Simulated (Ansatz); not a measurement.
Runs of Ansatz 0.2.0 on SnTe3. It takes space group Fm-3m (No. 225, cubic). Conventional cell: a = 7.722 Å, b = 7.722 Å, c = 7.722 Å, α = 90.00°, β = 90.00°, γ = 90.00°. Around Te (site symmetry m-3m) lie 8 Te at 3.34 Å. Around Te (site symmetry -43m) lie 4 Te at 3.34 Å and 4 Sn at 3.34 Å. Sn (site symmetry m-3m) has 8 Te at 3.34 Å as nearest neighbours. The cell comes from a database or a generator and needn't be the stable form of this composition.

```csv
task,level,cell,points for each segment of the path,gap on the mesh (eV),pressure (GPa),relaxed volume (Å³/atom)
single point,PBE0,as given,-,none,(a),-
relaxation of cell and atoms,HSE06,relaxed,-,none,0.0,27.99
relaxation of cell and atoms,PBE0,relaxed,-,none,0.0,27.80
band structure,HSE06,as given,4,none,-1.5,-
```

Alike in all rows: potentials or basis Ansatz PAW; no spin polarisation; k mesh 4 × 4 × 4; cutoff (eV) 420; smearing fermi-dirac 0.05 eV.

Q: Fill in the values left out.

A: (a) -1.9.

Caveats: the PAW data sets come from PBE, with cores solved anew for the run's functional, which leaves a small shift of forces and pressure; the thresholds are loose for stress (some runs); the plane-wave basis is chosen anew once the cell has moved, so the energies of steps on either side of that aren't comparable (some runs); spin-orbit coupling is left out, which moves the levels of the heavy elements (some runs).

A k mesh can miss the band edges, and the runs leave out spin-orbit coupling on Sn, Te.

A gap of «none» marks a metal or a gap under the smearing width.
